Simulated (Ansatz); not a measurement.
# Ca2Al2O: the cost of one run

Program: Ansatz 0.2.0. Level of theory: DFT PBE, scalar-relativistic, plane waves, PAW. These are calculated values, not measurements.

1 further run of the same task is left out (it didn't finish).

## Step 1: Starting point

Symmetry: P-6m2, No. 187, hexagonal system. Conventional cell: a = 4.113 Å, b = 4.113 Å, c = 7.013 Å, α = 90.00°, β = 90.00°, γ = 120.00°. Around Ca (site symmetry 3m) lie 6 Al at 2.89 to 3.02 Å and 3 O at 3.02 Å and 1 Ca at 3.28 Å. Around Al (site symmetry -6m2) lie 3 O at 2.37 Å. Around Al (site symmetry -6m2) lie 6 Ca at 2.89 Å. O (site symmetry -6m2) is surrounded by 3 Al at 2.37 Å and 6 Ca at 3.02 Å.

As a file:

```
CELL_PARAMETERS angstrom
4.11251 0.00000 0.00000
-2.05625 3.56154 0.00000
0.00000 0.00000 7.01303
ATOMIC_POSITIONS crystal
Ca 0.00000 0.00000 0.26618
Ca 0.00000 0.00000 0.73382
Al 0.66667 0.33333 0.00000
Al 0.33333 0.66667 0.50000
O 0.33333 0.66667 0.00000
```

A structure generator made this guess: random cell by space group and Wyckoff sites (P-6m2, No. 187). Its size is a rough estimate.

## Step 2: The guess as it stands, on a coarse mesh

File input.yaml:

```yaml
crystal:
  lattice:
    - [4.11250669, 0.0, 0.0]
    - [-2.05625335, 3.56153527, 0.0]
    - [0.0, 0.0, 7.01302794]
  atoms:
    - { symbol: Ca, position: [0.0, 0.0, 0.26617698] }
    - { symbol: Ca, position: [0.0, 0.0, 0.73382302] }
    - { symbol: Al, position: [0.66666667, 0.33333333, 0.0] }
    - { symbol: Al, position: [0.33333333, 0.66666667, 0.5] }
    - { symbol: O, position: [0.33333333, 0.66666667, 0.0] }
basis:
  ecutwfc: 420
kpoints:
  mp_grid: { grid: [6, 6, 4] }
hamiltonian:
  xc: pbe
scf:
  occupations: { method: gaussian, width: 0.1 }
  lower_state_search: "off"
output:
  forces: true
  stress: true
  eigenvalues: true
```

Launch:

```sh
$ ansatz run input.yaml --threads 1 --pin off --max-ram 2560MiB --backend cpu --events-out ev --progress --plain --runs-dir out
```

**Question.** How long does this run take on 1 thread of Intel Xeon at 2.50GHz (Skylake/Cascade Lake), shared host, and how much memory does it need?

About 7 s, with a peak of 0.34 GiB.
